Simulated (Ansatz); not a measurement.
# ZnCd4S: the cost of one run

Program: Ansatz 0.2.0. Level of theory: DFT PBE, scalar-relativistic, plane waves, PAW. These are calculated values, not measurements.

## (1) The starting structure

Symmetry: P4/mmm, No. 123, tetragonal system. The conventional cell has a = 4.363 Å, b = 4.363 Å, c = 6.178 Å, α = 90.00°, β = 90.00°, γ = 90.00°. Zn (site symmetry 4/mmm) is surrounded by 8 Cd at 2.69 Å. Cd (site symmetry 2mm) is surrounded by 2 S at 2.66 Å and 2 Zn at 2.69 Å and 6 Cd at 3.04 to 3.14 Å. S (site symmetry 4/mmm) is surrounded by 8 Cd at 2.66 Å.

Structure file:

```
Zn Cd S
1.0
     4.36347    0.00000    0.00000
     0.00000    4.36347    0.00000
     0.00000    0.00000    6.17836
Zn Cd S
1 4 1
Direct
  0.00000 0.00000 0.00000
  0.50000 0.00000 0.74581
  0.00000 0.50000 0.25419
  0.50000 0.00000 0.25419
  0.00000 0.50000 0.74581
  0.50000 0.50000 0.50000
```

A structure generator made this guess: species swapped into a database cell of GdYH4 (P4/mmm, No. 123), with S on the Y sites, Zn on the Gd sites and Cd on the H sites. Its size is a rough estimate.

## (2) The guess as it stands, on a coarse mesh

The input, input.yaml:

```yaml
crystal:
  lattice:
    - [4.36347014, 0.0, 0.0]
    - [0.0, 4.36347014, 0.0]
    - [0.0, 0.0, 6.1783563]
  atoms:
    - { symbol: Zn, position: [0.0, 0.0, 0.0] }
    - { symbol: Cd, position: [0.5, 0.0, 0.74581248] }
    - { symbol: Cd, position: [0.0, 0.5, 0.25418752] }
    - { symbol: Cd, position: [0.5, 0.0, 0.25418752] }
    - { symbol: Cd, position: [0.0, 0.5, 0.74581248] }
    - { symbol: S, position: [0.5, 0.5, 0.5] }
basis:
  ecutwfc: 420
kpoints:
  mp_grid: { grid: [4, 4, 4] }
hamiltonian:
  xc: pbe
scf:
  occupations: { method: gaussian, width: 0.1 }
  lower_state_search: "off"
output:
  forces: true
  stress: true
  eigenvalues: true
```

Run with:

```
$ ansatz run input.yaml --threads 1 --pin off --max-ram 2560MiB --backend cpu --events-out ev --progress --plain --runs-dir out
```

Q: Estimate wall time and peak memory on 1 thread of Arm Neoverse V1, shared host.

About 7.5 s, with a peak of 0.41 GiB.
